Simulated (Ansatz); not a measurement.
# B₂H₇NSi: basis-set convergence

The task here is to estimate one member of a computed series from the others.

Method: one geometry, several basis sets; program: Ansatz 0.2.0, Gaussian basis.

Levels to be run: PBE0-D4/def2-SVP; ωB97M-V/def2-SVP; PBE0-D4/def2-QZVPP; ωB97M-V/def2-QZVPP; the functionals' def2-TZVPP values are taken from earlier runs.

### The geometry

The geometry comes from an earlier relaxation with PBE0-D4 in a triple-zeta def2 set; it is a stationary point, not always the lowest conformer.

SMILES `BB(N)[SiH3]`, 11 atoms, charge 0, spin multiplicity 1.

Atoms are counted from 1 here; the program's logs count them from 0.

Bond lengths: B1–B2 1.645 Å, B1–H5 1.201 Å, B1–H6 1.201 Å, B2–N3 1.390 Å, B2–Si4 2.048 Å, N3–H7 1.007 Å, N3–H8 1.007 Å, Si4–H9 1.490 Å, Si4–H10 1.496 Å, Si4–H11 1.490 Å. Angles: B2–B1–H5 121.7°, B2–B1–H6 121.8°, H5–B1–H6 115.8°, B1–B2–N3 132.3°, B1–B2–Si4 111.5°, N3–B2–Si4 116.2°, B2–N3–H7 123.5°, B2–N3–H8 123.5°, H7–N3–H8 113.0°, B2–Si4–H9 112.4°, B2–Si4–H10 109.2°, B2–Si4–H11 112.4°, H9–Si4–H10 107.7°, H9–Si4–H11 107.3°, H10–Si4–H11 107.7°.

As a file:

```xyz
11

B    -1.0260    1.4742    0.0477
B    -0.3096    0.0325    0.3845
N    -0.4825   -0.8775    1.4204
Si    1.0916   -0.4588   -1.0259
H    -1.9654    1.5545   -0.6957
H    -0.5381    2.5170    0.3884
H    -1.1408   -0.7462    2.1709
H     0.0377   -1.7361    1.4982
H     0.5024   -0.5924   -2.3876
H     1.7100   -1.7725   -0.6672
H     2.1860    0.5482   -1.1130
```

Set-up of the first run:

in.yaml

```yaml
crystal:
  periodic: [false, false, false]
  atoms:
    - {symbol: B, position_ang: [-1.025956, 1.474187, 0.047660]}
    - {symbol: B, position_ang: [-0.309641, 0.032451, 0.384472]}
    - {symbol: N, position_ang: [-0.482451, -0.877506, 1.420419]}
    - {symbol: Si, position_ang: [1.091615, -0.458812, -1.025894]}
    - {symbol: H, position_ang: [-1.965442, 1.554496, -0.695743]}
    - {symbol: H, position_ang: [-0.538052, 2.517027, 0.388409]}
    - {symbol: H, position_ang: [-1.140846, -0.746184, 2.170917]}
    - {symbol: H, position_ang: [0.037678, -1.736081, 1.498190]}
    - {symbol: H, position_ang: [0.502403, -0.592415, -2.387634]}
    - {symbol: H, position_ang: [1.710018, -1.772495, -0.667160]}
    - {symbol: H, position_ang: [2.185974, 0.548232, -1.113037]}
basis:
  gaussian: {orbitals: def2-SVP}
hamiltonian: {xc: pbe0, dispersion: d4}
output: {orbitals: {seedname: orbitals}}
```

Launch:

```
$ ansatz run in.yaml --threads 2 --pin off --events-out ev --progress --plain --max-ram 4352MiB
```

Steps of the session up to this table: PBE0-D4 in def2-SVP; ωB97M-V in def2-SVP; PBE0-D4 in def2-QZVPP; ωB97M-V in def2-QZVPP.

One table of the session follows, with a row left open; its other results are not shown here.

It belongs to the step «Functionals by basis». 

```
functional       basis  HOMO (eV)  LUMO (eV)
   PBE0-D4    def2-SVP      -7.22      -1.58
   PBE0-D4  def2-TZVPP          ?          ?
   PBE0-D4  def2-QZVPP      -7.28      -1.75
   ωB97M-V    def2-SVP      -9.31       0.40
   ωB97M-V  def2-TZVPP      -9.39       0.12
   ωB97M-V  def2-QZVPP      -9.40       0.02
```

**Question.** Estimate the row for PBE0-D4, def2-TZVPP.

The run gave: HOMO (eV): -7.27; LUMO (eV): -1.72. In the column «HOMO (eV)» it lies between PBE0-D4, def2-QZVPP (-7.28) and PBE0-D4, def2-SVP (-7.22).
